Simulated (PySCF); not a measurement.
# Br⁺, Br²⁺: ionisation energy in def2-SVP

Aim: the ionisation energy of bromine from differences of total energies, at each level of theory, and how far each lands from the tabulated value where there is one.

Program: PySCF 2.14.0. Level of theory: unrestricted determinants in a Gaussian basis, no spin-orbit coupling in the energies. These are calculated values, not measurements, unless marked.

**1. What is computed**

```
Element                                   : bromine (Z = 35)
Basis                                     : def2-SVP
Hamiltonian                               : no relativity, point nucleus
State 1                                   : Br⁺: [Ar] 3d10 4s2 4p4, high-spin 3P determinant
State 2                                   : Br²⁺: [Ar] 3d10 4s2 4p3, high-spin 4S determinant
Methods                                   : UHF, B3LYP, PBE0, MP2, CCSD(T)
Core shells frozen in the correlated runs : valence: [Ar] 3d10 (for Br⁺)
```

Outer shells as boxes (Hund's rule):

Br+ [Ar] 3d10 4s2 4p4
```
[Ar] core
3d [↑↓][↑↓][↑↓][↑↓][↑↓]
4s [↑↓]
4p [↑↓][↑ ][↑ ]
```

Br2+ [Ar] 3d10 4s2 4p3
```
[Ar] core
3d [↑↓][↑↓][↑↓][↑↓][↑↓]
4s [↑↓]
4p [↑ ][↑ ][↑ ]
```

One driver process ran all states and methods and kept the integrals in memory. Each run is shown as a PySCF script that sums up its settings (the driver passes frozen orbitals as a list and adds second-order terms of double hybrids); the logs are those of the runs themselves. The driver starts from symmetry-adapted Hartree-Fock orbitals, holds the occupation by maximum overlap and uses a logarithmic radial grid for functionals, so a plain start would take other cycles.

The driver's launch:

```sh
$ OMP_NUM_THREADS=1 python atomrun2.py TASK.json OUT
```

The integrals over 32 functions and the set-up took 0.13 s of CPU time.

**2. Br⁺**

#### UHF

Contents of input.py:

```python
from pyscf import gto, scf, dft, mp, cc
import basis_set_exchange as bse
mol = gto.M(atom="Br 0 0 0", charge=1, spin=2, symmetry="D2h",
            basis=gto.basis.parse(bse.get_basis("def2-SVP", elements=["Br"], fmt="nwchem", header=False)))
mf = scf.UHF(mol)
mf.irrep_nelec = {'Ag': (6, 6), 'B1g': (1, 1), 'B2g': (1, 1), 'B3g': (1, 1), 'B1u': (3, 2), 'B2u': (3, 3), 'B3u': (3, 2)}
mf.kernel()
```

#### B3LYP

Changes to input.py:

```diff
@@ -4,3 +4,3 @@
             basis=gto.basis.parse(bse.get_basis("def2-SVP", elements=["Br"], fmt="nwchem", header=False)))
-mf = scf.UHF(mol)
+mf = dft.UKS(mol, xc="B3LYP")
 mf.irrep_nelec = {'Ag': (6, 6), 'B1g': (1, 1), 'B2g': (1, 1), 'B3g': (1, 1), 'B1u': (3, 2), 'B2u': (3, 3), 'B3u': (3, 2)}
```

#### PBE0

Changes to input.py:

```diff
@@ -4,3 +4,3 @@
             basis=gto.basis.parse(bse.get_basis("def2-SVP", elements=["Br"], fmt="nwchem", header=False)))
-mf = dft.UKS(mol, xc="B3LYP")
+mf = dft.UKS(mol, xc="PBE0")
 mf.irrep_nelec = {'Ag': (6, 6), 'B1g': (1, 1), 'B2g': (1, 1), 'B3g': (1, 1), 'B1u': (3, 2), 'B2u': (3, 3), 'B3u': (3, 2)}
```

#### MP2 (valence)

```python
from pyscf import gto, scf, dft, mp, cc
import basis_set_exchange as bse
mol = gto.M(atom="Br 0 0 0", charge=1, spin=2, symmetry="D2h",
            basis=gto.basis.parse(bse.get_basis("def2-SVP", elements=["Br"], fmt="nwchem", header=False)))
mf = scf.UHF(mol)
mf.irrep_nelec = {'Ag': (6, 6), 'B1g': (1, 1), 'B2g': (1, 1), 'B3g': (1, 1), 'B1u': (3, 2), 'B2u': (3, 3), 'B3u': (3, 2)}
mf.kernel()
mp.UMP2(mf, frozen=14).kernel()
```

#### CCSD(T) (valence)

Changes to input.py:

```diff
@@ -7,2 +7,3 @@
 mf.kernel()
-mp.UMP2(mf, frozen=14).kernel()
+mycc = cc.CCSD(mf, frozen=14).run()
+mycc.ccsd_t()
```

**3. Br²⁺**

#### UHF

Contents of input.py:

```python
from pyscf import gto, scf, dft, mp, cc
import basis_set_exchange as bse
mol = gto.M(atom="Br 0 0 0", charge=2, spin=3, symmetry="D2h",
            basis=gto.basis.parse(bse.get_basis("def2-SVP", elements=["Br"], fmt="nwchem", header=False)))
mf = scf.UHF(mol)
mf.irrep_nelec = {'Ag': (6, 6), 'B1g': (1, 1), 'B2g': (1, 1), 'B3g': (1, 1), 'B1u': (3, 2), 'B2u': (3, 2), 'B3u': (3, 2)}
mf.kernel()
```

#### B3LYP

Changes to input.py:

```diff
@@ -4,3 +4,3 @@
             basis=gto.basis.parse(bse.get_basis("def2-SVP", elements=["Br"], fmt="nwchem", header=False)))
-mf = scf.UHF(mol)
+mf = dft.UKS(mol, xc="B3LYP")
 mf.irrep_nelec = {'Ag': (6, 6), 'B1g': (1, 1), 'B2g': (1, 1), 'B3g': (1, 1), 'B1u': (3, 2), 'B2u': (3, 2), 'B3u': (3, 2)}
```

#### PBE0

Changes to input.py:

```diff
@@ -4,3 +4,3 @@
             basis=gto.basis.parse(bse.get_basis("def2-SVP", elements=["Br"], fmt="nwchem", header=False)))
-mf = dft.UKS(mol, xc="B3LYP")
+mf = dft.UKS(mol, xc="PBE0")
 mf.irrep_nelec = {'Ag': (6, 6), 'B1g': (1, 1), 'B2g': (1, 1), 'B3g': (1, 1), 'B1u': (3, 2), 'B2u': (3, 2), 'B3u': (3, 2)}
```

#### MP2 (valence)

Contents of input.py:

```python
from pyscf import gto, scf, dft, mp, cc
import basis_set_exchange as bse
mol = gto.M(atom="Br 0 0 0", charge=2, spin=3, symmetry="D2h",
            basis=gto.basis.parse(bse.get_basis("def2-SVP", elements=["Br"], fmt="nwchem", header=False)))
mf = scf.UHF(mol)
mf.irrep_nelec = {'Ag': (6, 6), 'B1g': (1, 1), 'B2g': (1, 1), 'B3g': (1, 1), 'B1u': (3, 2), 'B2u': (3, 2), 'B3u': (3, 2)}
mf.kernel()
mp.UMP2(mf, frozen=14).kernel()
```

#### CCSD(T) (valence)

Changes to input.py:

```diff
@@ -7,2 +7,3 @@
 mf.kernel()
-mp.UMP2(mf, frozen=14).kernel()
+mycc = cc.CCSD(mf, frozen=14).run()
+mycc.ccsd_t()
```

**Question.** What will these runs give?

The runs gave:

```
              quantity                                                      value
ionisation energy, Br⁺  UHF 20.306, CCSD(T) (valence) 20.751 eV; reference 21.409
```

Accuracy against cost (mean over 1 difference):

| method | mean absolute miss against CCSD(T) (valence) (eV) | CPU time, both states (s) |
| --- | --- | --- |
| UHF | 0.445 | 0.25 |
| B3LYP | 0.885 | 1.1 |
| PBE0 | 0.690 | 0.98 |
| MP2 (valence) | 0.028 | 0.27 |
| SCS-MP2 (valence) | 0.007 | 0.27 |
| CCSD (valence) | 0.010 |  |
| CCSD(T) (valence) | 0.000 | 0.64 |

What this shows: The methods span 1.330 eV, from UHF (20.306) to B3LYP (21.636). The reference is uncertain or not like for like (spin-orbit coupling or other relativistic terms), so no ranking of close methods is drawn. The basis is finite, and no extrapolation was made. The dearest level timed, B3LYP, costs 4.4 times the cheapest, UHF, and differs from CCSD(T) (valence) by 0.89 against 0.45 eV; CCSD(T) (valence) in this basis is a yardstick, not the exact answer.
